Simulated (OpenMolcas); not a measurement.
# Pr⁴⁺ among point charges: CASSCF and CASPT2 levels and susceptibility

How does a field of 12 point charges split the states of Pr⁴⁺, and what χT follows?

The numbers are computed with OpenMolcas 26.06 (state-averaged CASSCF and CASPT2, spin-orbit coupling by RASSI with atomic mean-field integrals), except any that are marked as measured or tabulated.

## (1) The system

| Item | Value |
| --- | --- |
| Species | Pr⁴⁺ (praseodymium, Z = 59, 55 electrons) |
| Basis | ANO-RCC-VDZP [7s6p4d2f1g], 68 functions |
| Scalar Hamiltonian | DKH2, point nucleus |
| Inactive shells | 1s 2s 2p 3s 3p 3d 4s 4p 4d 5s 5p |
| Active space | 1 electron in 7 orbitals (4f) |
| Some configurations of this space | 4f |
| Orbitals | optimised for the highest spin of each parity, averaged over all roots |

The outer shells:

4f
```
4f [↑ ][  ][  ][  ][  ][  ][  ]
```

The ion sits among 12 point charges of -1 e arranged as a cuboctahedron (Oh), 2.72 Å from the ion.

The work runs as a chain of OpenMolcas steps in one folder; each step below is one input file. Labels, J, g values, rates, χT and fits are worked out afterwards by a script from the matrices that RASSI stores. The input lists half of the charges; inversion (Group=XYZ) makes the rest.

## (2) One- and two-electron integrals

a.inp

```
&GATEWAY
Coord
1

Pr 0.0 0.0 0.0
Basis=ANO-RCC-VDZP
Group=XYZ
NoMove
AngMom=0.0 0.0 0.0
AMFI
XField
6 Angstrom 0
1.923330 1.923330 0.000000 -1.000000
1.923330 -1.923330 0.000000 -1.000000
0.000000 1.923330 1.923330 -1.000000
0.000000 1.923330 -1.923330 -1.000000
1.923330 0.000000 1.923330 -1.000000
1.923330 0.000000 -1.923330 -1.000000
&SEWARD
```

Command:

```console
OMP_NUM_THREADS=1 MOLCAS_MEM=2252 MOLCAS_PROJECT=a pymolcas a.inp > a.log
```

## (3) Reference wave functions, doublets of odd parity, 7 roots

a.inp

```
&RASSCF
FileOrb=start.orb
Symmetry=2
Spin=2
nActEl=1 0 0
Inactive=15 12
Ras2=0 7
CIRoot=7 7 1
SDav=7
CIMx=300
Iter=120 100
PrWF=0.3
OrbListing=Nothing
MaxOrb=0
>>> COPY $Project.JobIph JOB001
```

start.orb holds the contracted functions of the basis, ordered by shell, or the orbitals of the step before.

## (4) RASSI: spin-orbit coupling between the states

a.inp

```
&RASSI
NrOfJobIphs=1 7
1 2 3 4 5 6 7
IphNames
JOB001
EJob
SpinOrbit
DIPRint=1.0
SOCoupling=1000.0
Subsets=2
Property=9
'ANGMOM' 1 'ANGMOM' 2 'ANGMOM' 3 'MLTPL  1' 1 'MLTPL  1' 2 'MLTPL  1' 3
'AMFI' 1 'AMFI' 2 'AMFI' 3
SOProperty=3
'ANGMOM' 1 'ANGMOM' 2 'ANGMOM' 3
```

## (5) CASPT2: IPEA 0.25, imaginary shift 0.1 (closed shells correlated: 5s 5p)

a.inp

```
>>> COPY JOB001 $Project.JobIph
&CASPT2
Multistate=7 1 2 3 4 5 6 7
NoMult
Frozen=14 9
IPEA=0.25
Imaginary=0.1
MaxIter=60
WThr=0.0 0.3 0.05
PrWF=0.5
NoMix
```

(Steps that only read results are left out.)

What does the calculation give? Wanted: spin-free ground state; first state of the same spin within the active space; lowest level; next level.

The runs gave:

| quantity | value |
| --- | --- |
| method | SS-CASPT2, IPEA 0.25, imaginary shift 0.1 (closed shells correlated: 5s 5p) |
| spin-free ground state | 2T1, 3-fold in its orbital part |
| first state of the same spin within the active space | 2T2 at 22.8 cm⁻¹ |
| lowest level | 4-fold Γ8 |
| next level | 81.9 cm⁻¹ |
| χT at 300 K | 0.81 cm³ K/mol |
| effective moment at 300 K | 2.54 μB |

Cost by method:

```csv
method,time of its own steps,time with the reference
A. CASSCF,2.3 s,2.3 s
"B. SS-CASPT2, IPEA 0.25, imaginary shift 0.1, +5s 5p",1.4 s,3.7 s
```

Times are of one thread on a shared host.

**Reading.** The spin-free ground state (2T1) comes to 100 % from free-ion F terms and keeps the highest spin of the shell. CASPT2 does not keep the components of a term degenerate, and the means are used. Point charges carry no covalency, so the field is a model and not that of real ligands.
